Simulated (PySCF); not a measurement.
**SnH+: from the state search to spectroscopic constants**

Aim: find the lowest electronic state of SnH+, scan its bond at several levels of theory, and get bond length, wavenumber and dissociation energy from each curve.

Method: Sn def2-SVPD with ECP28, H def2-SVPD, scalar-relativistic core potentials; program: PySCF 2.14.0.

## Step 1: Set-up

Settings of the job:

- atoms: Sn, H
- charge: 1
- basis: Sn def2-SVPD with ECP28, H def2-SVPD
- Hamiltonian: scalar-relativistic core potentials
- basis functions: 40
- electrons treated: 22
- masses in u: 119.9022, 1.0078
- levels: PBE0, PBE, r²SCAN, B3LYP, PBEsol, PW91, LC-ωPBE, HF, MP2, SCS-MP2, CCSD, CCSD(T)
- grid: 80 radial by 434 angular points
- occupations: held fixed by the projection of orbital angular momentum
- dissociation limit: Sn+ + H, each in its ground configuration
- starting distance in angstrom: 1.770
- values of 2S to try: 0, 2

Run with:

```bash
$ OMP_NUM_THREADS=1 python dia.py task.json out
```

The runs that follow: The PBE0 curve of the state that the search chose; Higher solutions at PBE0; PBE (GGA); r²SCAN (meta-GGA); B3LYP; PBEsol (GGA); PW91 (GGA); LC-ωPBE; RHF (mean field); MP2 and coupled cluster.

Before running it: what results should come out? Wanted: for each run, Re; ωe; De; μ.

The runs gave:

Lowest PBE0 solution found, without spin–orbit coupling: ¹Σ⁺ (singlet), closed shell. State 2 has its PBE0 minimum 2.18 eV higher. The other levels ran on the lowest alone.

```tsv
level	Re (Å)	ωe (cm⁻¹)	De (eV)	μ (D)
RHF	1.752	1919	1.82	0.21
RHF-MP2	1.752	1876	2.49	n/a
RHF-SCS-MP2	1.755	1865	2.58	n/a
RHF-CCSD	1.762	1811	2.65	n/a
RHF-CCSD(T)	1.764	1801	2.67	n/a
PBE	1.791	1739	2.72	-0.04
PBEsol	1.787	1746	2.85	0.06
PW91	1.788	1747	2.74	-0.03
r²SCAN	1.770	1806	2.72	0.05
B3LYP	1.779	1785	2.77	-0.05
PBE0	1.771	1814	2.67	0.05
LC-ωPBE	1.749	1902	2.62	0.20
```

De is counted to Sn+ + H in their ground configurations. A positive dipole points from Sn to H; in an ion it is taken about the centre of mass and does not tell which atom is negative.

Differences from CCSD(T) in the same basis:

```tsv
level	Re (mÅ)	ωe (%)
RHF	-12	+6.5
RHF-MP2	-12	+4.2
RHF-SCS-MP2	-9	+3.5
RHF-CCSD	-1	+0.5
PBE	+27	-3.4
PBEsol	+23	-3.1
PW91	+24	-3.0
r²SCAN	+7	+0.2
B3LYP	+15	-0.9
PBE0	+8	+0.7
LC-ωPBE	-14	+5.6
```

In words: Judged by CCSD(T) in the same basis: best bond length RHF-CCSD (-1 mÅ), worst PBE (+27 mÅ); best wavenumber r²SCAN (+0.2 %), worst RHF (+6.5 %). Hartree–Fock falls on the short and stiff side, its usual fault. PBE gives a bond that is too long and too soft, as GGAs tend to. CCSD(T) in a basis this small is itself some way from its limit, more so than the functionals. Among the levels with a De in the table, it runs from 1.82 eV (RHF) to 2.85 eV (PBEsol).

Correlated steps freeze 4 core orbitals. Spin–orbit coupling is left out, which matters for elements this heavy, above all for dissociation energies.
